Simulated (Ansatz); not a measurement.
# Ga7Sb7 zinc blende off sphere (Ga7Sb7H20): structure and electronic state

What does Ga7Sb7 zinc blende off sphere (Ga7Sb7H20) look like as a singlet, and where do its frontier electrons sit?

The runs use Ansatz 0.2.0, Gaussian basis; RKS PBE0-D4/def2-SVP.

The runs, in order: relaxation at PBE-D4/def2-SVP; a single point at PBE0-D4/def2-SVP.

2 further runs of the same task are left out: 1 that didn't finish, 1 set aside as unsound or not needed.

**1. The starting structure**

34 atoms, charge 0, spin multiplicity 1.

Atoms are counted from 1 here; the program's logs count them from 0.

Bond lengths: Ga1–Sb9 2.650 Å, Ga1–Sb10 2.629 Å, Ga1–H15 1.556 Å, Ga1–H16 1.542 Å, Ga2–Sb8 2.634 Å, Ga2–Sb11 2.696 Å, Ga2–Sb12 2.670 Å, Ga2–H17 1.525 Å, Ga3–Sb9 2.677 Å, Ga3–Sb11 2.610 Å, Ga3–Sb13 2.621 Å, Ga3–H18 1.544 Å, Ga4–Sb8 2.653 Å, Ga4–Sb9 2.639 Å, Ga4–Sb14 2.618 Å, Ga4–H19 1.548 Å, Ga5–Sb10 2.635 Å, Ga5–Sb14 2.627 Å and more. Angles: Sb9–Ga1–Sb10 110.7°, Sb9–Ga1–H15 109.5°, Sb9–Ga1–H16 108.2°, Sb10–Ga1–H15 110.3°, Sb10–Ga1–H16 109.9°, H15–Ga1–H16 108.2°, Sb8–Ga2–Sb11 109.5°, Sb8–Ga2–Sb12 109.5°, Sb8–Ga2–H17 110.7°, Sb11–Ga2–Sb12 108.1°, Sb11–Ga2–H17 109.5°, Sb12–Ga2–H17 109.6°, Sb9–Ga3–Sb11 109.7°, Sb9–Ga3–Sb13 110.0°, Sb9–Ga3–H18 109.2°, Sb11–Ga3–Sb13 110.2°, Sb11–Ga3–H18 108.2°, Sb13–Ga3–H18 109.4° and more.

Geometry (Å):

| atom | x (Å) | y (Å) | z (Å) |
| --- | --- | --- | --- |
| Ga1 | 0.7738 | -3.8063 | 0.7736 |
| Ga2 | -2.3009 | 2.2950 | -2.2747 |
| Ga3 | 0.7606 | -0.7599 | -2.2759 |
| Ga4 | -2.2770 | -0.7682 | 0.7768 |
| Ga5 | 0.7576 | -0.7711 | 3.8114 |
| Ga6 | 0.7776 | 2.2820 | 0.7642 |
| Ga7 | 3.8069 | -0.7725 | 0.7687 |
| Sb8 | -3.8105 | 0.7758 | -0.7413 |
| Sb9 | -0.7971 | -2.3219 | -0.7590 |
| Sb10 | 2.2873 | -2.2904 | 2.2969 |
| Sb11 | -0.7246 | 0.7397 | -3.8121 |
| Sb12 | -0.7257 | 3.8161 | -0.7464 |
| Sb13 | 2.2859 | 0.7317 | -0.7539 |
| Sb14 | -0.7548 | 0.7380 | 2.2834 |
| H15 | 1.6567 | -4.7219 | -0.1220 |
| H16 | -0.1191 | -4.7072 | 1.6501 |
| H17 | -3.1616 | 3.1839 | -3.1657 |
| H18 | 1.6455 | -1.6468 | -3.1780 |
| H19 | -3.1573 | -1.6738 | 1.6714 |
| H20 | -0.1208 | -1.6765 | 4.7030 |
| H21 | 1.6585 | 0.1246 | 4.6930 |
| H22 | 1.6411 | 3.1735 | 1.6507 |
| H23 | 4.7113 | -1.6463 | -0.1452 |
| H24 | 4.7115 | 0.1389 | 1.6533 |
| H25 | -4.8116 | -0.2254 | -1.7456 |
| H26 | -4.7860 | 1.7443 | 0.2144 |
| H27 | -1.7511 | -3.2933 | -1.7378 |
| H28 | 3.2896 | -3.3111 | 3.2687 |
| H29 | -1.7362 | -0.2265 | -4.8090 |
| H30 | 0.2366 | 1.7561 | -4.7924 |
| H31 | 0.2498 | 4.8033 | -1.7509 |
| H32 | -1.7533 | 4.8153 | 0.2029 |
| H33 | 3.2846 | 1.7499 | -1.7708 |
| H34 | -1.7444 | 1.7397 | 3.2996 |

Sb takes a core potential in the def2 sets. No spin-orbit coupling is included.

The start is a built from a lattice or polyhedron geometry.

**2. Relaxation at PBE-D4/def2-SVP**

Input file in.yaml:

```yaml
crystal:
  periodic: [false, false, false]
  atoms:
    - {symbol: Ga, position_ang: [0.773800, -3.806300, 0.773600]}
    - {symbol: Ga, position_ang: [-2.300900, 2.295000, -2.274700]}
    - {symbol: Ga, position_ang: [0.760600, -0.759900, -2.275900]}
    - {symbol: Ga, position_ang: [-2.277000, -0.768200, 0.776800]}
    - {symbol: Ga, position_ang: [0.757600, -0.771100, 3.811400]}
    - {symbol: Ga, position_ang: [0.777600, 2.282000, 0.764200]}
    - {symbol: Ga, position_ang: [3.806900, -0.772500, 0.768700]}
    - {symbol: Sb, position_ang: [-3.810500, 0.775800, -0.741300]}
    - {symbol: Sb, position_ang: [-0.797100, -2.321900, -0.759000]}
    - {symbol: Sb, position_ang: [2.287300, -2.290400, 2.296900]}
    - {symbol: Sb, position_ang: [-0.724600, 0.739700, -3.812100]}
    - {symbol: Sb, position_ang: [-0.725700, 3.816100, -0.746400]}
    - {symbol: Sb, position_ang: [2.285900, 0.731700, -0.753900]}
    - {symbol: Sb, position_ang: [-0.754800, 0.738000, 2.283400]}
    - {symbol: H, position_ang: [1.656700, -4.721900, -0.122000]}
    - {symbol: H, position_ang: [-0.119100, -4.707200, 1.650100]}
    - {symbol: H, position_ang: [-3.161600, 3.183900, -3.165700]}
    - {symbol: H, position_ang: [1.645500, -1.646800, -3.178000]}
    - {symbol: H, position_ang: [-3.157300, -1.673800, 1.671400]}
    - {symbol: H, position_ang: [-0.120800, -1.676500, 4.703000]}
    - {symbol: H, position_ang: [1.658500, 0.124600, 4.693000]}
    - {symbol: H, position_ang: [1.641100, 3.173500, 1.650700]}
    - {symbol: H, position_ang: [4.711300, -1.646300, -0.145200]}
    - {symbol: H, position_ang: [4.711500, 0.138900, 1.653300]}
    - {symbol: H, position_ang: [-4.811600, -0.225400, -1.745600]}
    - {symbol: H, position_ang: [-4.786000, 1.744300, 0.214400]}
    - {symbol: H, position_ang: [-1.751100, -3.293300, -1.737800]}
    - {symbol: H, position_ang: [3.289600, -3.311100, 3.268700]}
    - {symbol: H, position_ang: [-1.736200, -0.226500, -4.809000]}
    - {symbol: H, position_ang: [0.236600, 1.756100, -4.792400]}
    - {symbol: H, position_ang: [0.249800, 4.803300, -1.750900]}
    - {symbol: H, position_ang: [-1.753300, 4.815300, 0.202900]}
    - {symbol: H, position_ang: [3.284600, 1.749900, -1.770800]}
    - {symbol: H, position_ang: [-1.744400, 1.739700, 3.299600]}
basis:
  gaussian: {orbitals: def2-SVP, fitting: {mean_field: def2-universal-jkfit}}
hamiltonian: {xc: pbe, dispersion: d4}
scf: {lower_state_search: "off"}
output: {orbitals: {seedname: orbitals}}
relax: {f_tol: 0.03, max_steps: 70}
```

Command:

```bash
ansatz run in.yaml --threads 2 --pin off --events-out ev --progress --plain --max-ram 32768MiB --backend cuda --devices 0, --max-vram 18GiB
```

Further steps of the session: Single point, PBE0-D4/def2-SVP.

Before running them: what should the planned runs give, taken together? Wanted: point group; commonest bond, hydrogen aside; HOMO, LUMO at PBE0-D4/def2-SVP; dipole at PBE-D4/def2-SVP.

The runs gave:

```
                      quantity                             value
                   point group                               C3v
commonest bond, hydrogen aside  Ga–Sb, 18 of mean length 2.688 Å
HOMO, LUMO at PBE0-D4/def2-SVP                   -6.69, -1.87 eV
     dipole at PBE-D4/def2-SVP                            9.16 D
```

**Reading.** The molecule keeps its bonding pattern by the stored test; the atoms moved 0.18 Å (rms), and the angle H15–Ga1–H16 went from 108° to 125°. No usable vibrations, so a minimum isn't proven. The HOMO lies nearest to Sb10 37 %; Ga5 16 % and the LUMO to Sb12 17 %; Sb11 13 %. Whether this spin is the lowest isn't tested here.
